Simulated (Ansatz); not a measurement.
Molecular dynamics of LiVP$_{2}$HO$_{8}$

The input (input.yaml):

```yaml
crystal:
  lattice:
    - [4.8056858228, 0.0, 0.0]
    - [0.0, 7.8988163389, 0.0]
    - [-1.9137934844, 0.0, 7.1223076016]
  atoms:
    - { symbol: Li, position: [0.85956263, 0.38481782, 0.39405538] }
    - { symbol: Li, position: [0.1166453, 0.84482745, 0.55666656] }
    - { symbol: V, position: [0.25146994, 0.5011506, 0.77361944], spin: 1.5 }
    - { symbol: V, position: [0.7372953, 1.00186517, 0.24302258], spin: 1.5 }
    - { symbol: H, position: [0.28066496, 0.49915255, 0.26140284] }
    - { symbol: H, position: [0.76709689, -0.00217842, 0.75128532] }
    - { symbol: P, position: [0.87973854, 0.34912074, 0.01072155] }
    - { symbol: P, position: [0.13105924, 0.85869824, 0.98503301] }
    - { symbol: P, position: [0.3796816, 0.1368947, 0.51938011] }
    - { symbol: P, position: [0.61227032, 0.65014409, 0.49421673] }
    - { symbol: O, position: [0.88915874, 0.56255018, 0.62044226] }
    - { symbol: O, position: [0.77530654, 0.18634763, 0.0749111] }
    - { symbol: O, position: [0.91955865, 0.84185678, 0.10825673] }
    - { symbol: O, position: [0.01582538, 0.44973871, 0.18756433] }
    - { symbol: O, position: [0.12151525, 0.03285718, 0.3900267] }
    - { symbol: O, position: [0.26014831, 0.303714, 0.56945921] }
    - { symbol: O, position: [1.02636471, 0.95460212, 0.8062876] }
    - { symbol: O, position: [0.06000539, 0.32160129, 0.86721366] }
    - { symbol: O, position: [0.3865673, 0.66393898, 0.61433533] }
    - { symbol: O, position: [0.52593918, 0.02776433, 0.68823132] }
    - { symbol: O, position: [0.21927403, 0.68053454, 0.93816216] }
    - { symbol: O, position: [0.39215649, 0.95370862, 0.1045941] }
    - { symbol: O, position: [0.50617132, 0.53914132, 0.32321057] }
    - { symbol: O, position: [0.58766745, 0.17748674, 0.39105151] }
    - { symbol: O, position: [0.71879024, 0.81908362, 0.42375926] }
    - { symbol: O, position: [0.59874483, 0.44990521, 0.90583385] }
magnetization:
  spin_polarized: true
basis:
  ecutwfc: 420.0
kpoints:
  mp_grid: { grid: [2, 1, 1] }
hamiltonian:
  xc: pbesol
scf:
  occupations: { method: fermi_dirac, width: 0.05 }
  lower_state_search: "off"
md:
  timestep: 0.5
  n_steps: 140
  ensemble: nvt_langevin
  temperature: 800.0
  initial_velocities: maxwell_boltzmann
  seed: 919452
  friction: 0.01
```

Run as:

```bash
$ ansatz run input.yaml --threads 1 --pin off --max-ram 3072MiB --backend cpu --events-out ev --progress --plain --runs-dir out
```

It goes on from the last frame of an earlier run, with new velocities.

Output, in part (step lines):

```
md step     0: t =     0.00 fs  T =   769.2 K  F+E_penalty+E_count = -18156.13256535 eV  E_kin = 2.585200 eV  (26 SCF iters)
md step     1: t =     0.50 fs  T =   774.1 K  F+E_penalty+E_count = -18156.13128789 eV  E_kin = 2.601490 eV  (11 SCF iters)
md step     2: t =     1.00 fs  T =   741.9 K  F+E_penalty+E_count = -18156.11254183 eV  E_kin = 2.493250 eV  (10 SCF iters)
md step     3: t =     1.50 fs  T =   707.2 K  F+E_penalty+E_count = -18156.07987950 eV  E_kin = 2.376819 eV  (10 SCF iters)
md step     4: t =     2.00 fs  T =   673.4 K  F+E_penalty+E_count = -18156.03683868 eV  E_kin = 2.263054 eV  (10 SCF iters)
md step     5: t =     2.50 fs  T =   676.2 K  F+E_penalty+E_count = -18155.98181988 eV  E_kin = 2.272529 eV  (10 SCF iters)
md step     6: t =     3.00 fs  T =   649.0 K  F+E_penalty+E_count = -18155.91562065 eV  E_kin = 2.181109 eV  (10 SCF iters)
md step     7: t =     3.50 fs  T =   584.5 K  F+E_penalty+E_count = -18155.84445876 eV  E_kin = 1.964269 eV  (10 SCF iters)
[... lines left out ...]
md step   140: t =    70.00 fs  T =   571.8 K  F+E_penalty+E_count = -18155.56507742 eV  E_kin = 1.921595 eV  (13 SCF iters)
```

The steps, from the saved trajectory:

```json
{"time (fs)": "0.0", "T (K)": "769", "potential energy less start (eV)": "0.000"}
{"time (fs)": "2.0", "T (K)": "673", "potential energy less start (eV)": "0.096"}
{"time (fs)": "4.0", "T (K)": "547", "potential energy less start (eV)": "0.358"}
{"time (fs)": "6.0", "T (K)": "493", "potential energy less start (eV)": "0.610"}
{"time (fs)": "8.0", "T (K)": "457", "potential energy less start (eV)": "0.755"}
{"time (fs)": "10.0", "T (K)": "445", "potential energy less start (eV)": "0.795"}
{"time (fs)": "12.0", "T (K)": "444", "potential energy less start (eV)": "0.745"}
{"time (fs)": "14.0", "T (K)": "516", "potential energy less start (eV)": "0.669"}
{"time (fs)": "16.0", "T (K)": "527", "potential energy less start (eV)": "0.666"}
{"time (fs)": "18.0", "T (K)": "502", "potential energy less start (eV)": "0.723"}
{"time (fs)": "20.0", "T (K)": "484", "potential energy less start (eV)": "0.826"}
{"time (fs)": "22.0", "T (K)": "460", "potential energy less start (eV)": "0.897"}
{"time (fs)": "24.0", "T (K)": "484", "potential energy less start (eV)": "0.872"}
{"time (fs)": "26.0", "T (K)": "505", "potential energy less start (eV)": "0.775"}
{"time (fs)": "28.0", "T (K)": "514", "potential energy less start (eV)": "0.681"}
{"time (fs)": "30.0", "T (K)": "516", "potential energy less start (eV)": "0.657"}
{"time (fs)": "32.0", "T (K)": "474", "potential energy less start (eV)": "0.673"}
{"time (fs)": "34.0", "T (K)": "448", "potential energy less start (eV)": "0.703"}
{"time (fs)": "36.0", "T (K)": "440", "potential energy less start (eV)": "0.758"}
{"time (fs)": "38.0", "T (K)": "455", "potential energy less start (eV)": "0.820"}
{"time (fs)": "40.0", "T (K)": "413", "potential energy less start (eV)": "0.873"}
{"time (fs)": "42.0", "T (K)": "453", "potential energy less start (eV)": "0.916"}
{"time (fs)": "44.0", "T (K)": "481", "potential energy less start (eV)": "0.842"}
{"time (fs)": "46.0", "T (K)": "511", "potential energy less start (eV)": "0.690"}
{"time (fs)": "48.0", "T (K)": "528", "potential energy less start (eV)": "0.598"}
{"time (fs)": "50.0", "T (K)": "495", "potential energy less start (eV)": "0.554"}
{"time (fs)": "52.0", "T (K)": "457", "potential energy less start (eV)": "0.520"}
{"time (fs)": "54.0", "T (K)": "455", "potential energy less start (eV)": "0.586"}
{"time (fs)": "56.0", "T (K)": "437", "potential energy less start (eV)": "0.690"}
{"time (fs)": "58.0", "T (K)": "450", "potential energy less start (eV)": "0.731"}
{"time (fs)": "60.0", "T (K)": "444", "potential energy less start (eV)": "0.679"}
{"time (fs)": "62.0", "T (K)": "520", "potential energy less start (eV)": "0.560"}
{"time (fs)": "64.0", "T (K)": "525", "potential energy less start (eV)": "0.493"}
{"time (fs)": "66.0", "T (K)": "543", "potential energy less start (eV)": "0.464"}
{"time (fs)": "68.0", "T (K)": "557", "potential energy less start (eV)": "0.458"}
{"time (fs)": "70.0", "T (K)": "572", "potential energy less start (eV)": "0.567"}
```

The run went to its last step. The mean temperature of the second half is 39 % below the set value. A run of 0.07 ps of so small a system gives no equilibrium averages. No Hubbard correction was used and the magnetic state wasn't searched. Limits of this set-up: coarse k mesh.

Mean squared displacements from the first frame to the last, about the centre of mass: Li 0.19 Å², V 0.01 Å², H 0.10 Å², P 0.03 Å², O 0.08 Å².

Last frame:

```xyz
26
Lattice="4.8057 0.0000 0.0000 0.0000 7.8988 0.0000 -1.9138 0.0000 7.1223" Properties=species:S:1:pos:R:3
Li 3.416 2.921 2.948
Li -0.320 6.848 4.417
V -0.164 3.891 5.336
V 3.077 7.865 1.618
H 0.802 3.912 1.881
H 2.171 0.394 5.185
P 4.293 2.699 0.167
P -1.341 6.719 6.883
P 0.833 1.253 3.614
P 2.179 5.112 3.334
O 3.242 4.308 4.214
O 3.808 1.280 0.524
O 3.985 6.547 0.445
O -0.360 3.516 1.469
O -0.248 0.392 2.969
O 0.341 2.709 3.818
O 3.268 7.724 5.669
O -1.266 2.579 6.367
O 0.896 5.233 4.221
O 1.121 0.655 5.008
O -0.885 5.337 6.487
O 1.502 7.437 0.819
O 1.848 4.355 1.985
O 2.059 1.384 2.662
O 2.719 6.531 3.133
O 1.259 3.322 6.386
```

Run time: 23 min on 1 thread of Intel(R) Xeon(R) Platinum 8259CL CPU @ 2.50GHz (Skylake/Cascade Lake) (shared host), peak memory 0.75 GiB.
